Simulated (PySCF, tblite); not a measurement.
**C₅H₁₂OSi₃: geometry, infrared bands and NMR shifts**

Wanted: the infrared bands and NMR shifts of C₅H₁₂OSi₃ (`C=C[Si@@H]1CC(=C)[SiH2][SiH2]O1`), by calculation.

Computed with tblite 0.8.0 and PySCF 2.14.0, with density-fitted response routines of our own, on a single molecule in the gas phase. Atoms are numbered from 0 throughout.

### Step 1. The molecule as given

21 atoms, charge 0, multiplicity 1; geometry from: force field or distance geometry start.

Bonds of the start (Å): C0–C1 1.37, C1–Si2 1.85, Si2–C3 1.85, C3–C4 1.51, C4–C5 1.34, C4–Si6 1.84, Si6–Si7 2.24, Si7–O8 1.71, O8–Si2 1.71, C0–H9 1.10, C0–H10 1.06, C1–H11 1.08, Si2–H12 1.48, C3–H13 1.10, C3–H14 1.12, C5–H15 1.10, C5–H16 1.09, Si6–H17 1.48, Si6–H18 1.47, Si7–H19 1.49, Si7–H20 1.46.

### Step 2. Optimising the geometry with GFN2-xTB

The job: settings as JSON, then the geometry in Å.

```
{"job": {"kind": "relax", "xc": "GFN2-xTB", "basis": "xTB"}, "charge": 0, "multiplicity": 1}
C      3.674500    -0.001200     0.251300
C      2.638000     0.411100    -0.538200
Si     0.949600    -0.303700    -0.316700
C     -0.299000     0.861000    -1.018100
C     -1.621300     0.881200    -0.296500
C     -2.295600     2.024100    -0.118700
Si    -2.263000    -0.738700     0.282900
Si    -0.591300    -1.787300     1.347200
O      0.746700    -0.718800     1.333200
H      3.460000    -0.756000     1.016100
H      4.611400     0.450500     0.072100
H      2.798100     1.156900    -1.297200
H      0.894600    -1.579400    -1.055700
H      0.082000     1.887100    -1.051800
H     -0.558700     0.518000    -2.052200
H     -1.889100     2.980800    -0.464900
H     -3.251900     2.058800     0.399500
H     -2.564400    -1.518300    -0.932800
H     -3.428800    -0.603900     1.173100
H     -0.134300    -2.980900     0.577100
H     -0.966600    -2.224300     2.689600
```

Command:

```bash
$ OMP_NUM_THREADS=1 python probes_run.py task.json out
```

The driver reads the jobs from task.json and runs them one after another.

**Question.** This job is followed by: GFN2-xTB harmonic vibrations, gas phase; GIAO PBE0/pcSseg-1 NMR shielding, non-relativistic, gas phase. What will the session give for the following? strongest single infrared mode (GFN2-xTB); zero-point energy (GFN2-xTB); 13C shifts against TMS (PBE0/pcSseg-1); 1H shifts against TMS (PBE0/pcSseg-1); 29Si shifts against TMS (PBE0/pcSseg-1); 17O shifts against H2O (PBE0/pcSseg-1).

As calculated:

| quantity | value |
| --- | --- |
| strongest single infrared mode (GFN2-xTB) | 2189 cm⁻¹, 560 km/mol |
| zero-point energy (GFN2-xTB) | 92.0 kcal/mol |
| 13C shifts against TMS (PBE0/pcSseg-1) | 144.3, 144.0, 140.7, 136.0, 33.2 ppm |
| 1H shifts against TMS (PBE0/pcSseg-1) | 6.65, 6.15, 5.98, 5.89, 5.79, 5.78, 5.72, 5.35, 4.45, 4.09, 2.19, 1.73 ppm |
| 29Si shifts against TMS (PBE0/pcSseg-1) | -15.3, -24.3, -75.9 ppm |
| 17O shifts against H2O (PBE0/pcSseg-1) | 13.1 ppm |

In words: Relaxing lowered the energy by 1.143 eV in 174 steps; the close pair that moved most is Si2–O8, from 1.713 to 1.627 Å. All 57 modes are real, so the xTB geometry is a minimum. The strongest single mode, at 2189 cm⁻¹, moves mainly H18. GFN2-xTB is a fitted tight-binding method: band positions and strengths are rough. Its intensities can rank the bands wrongly.
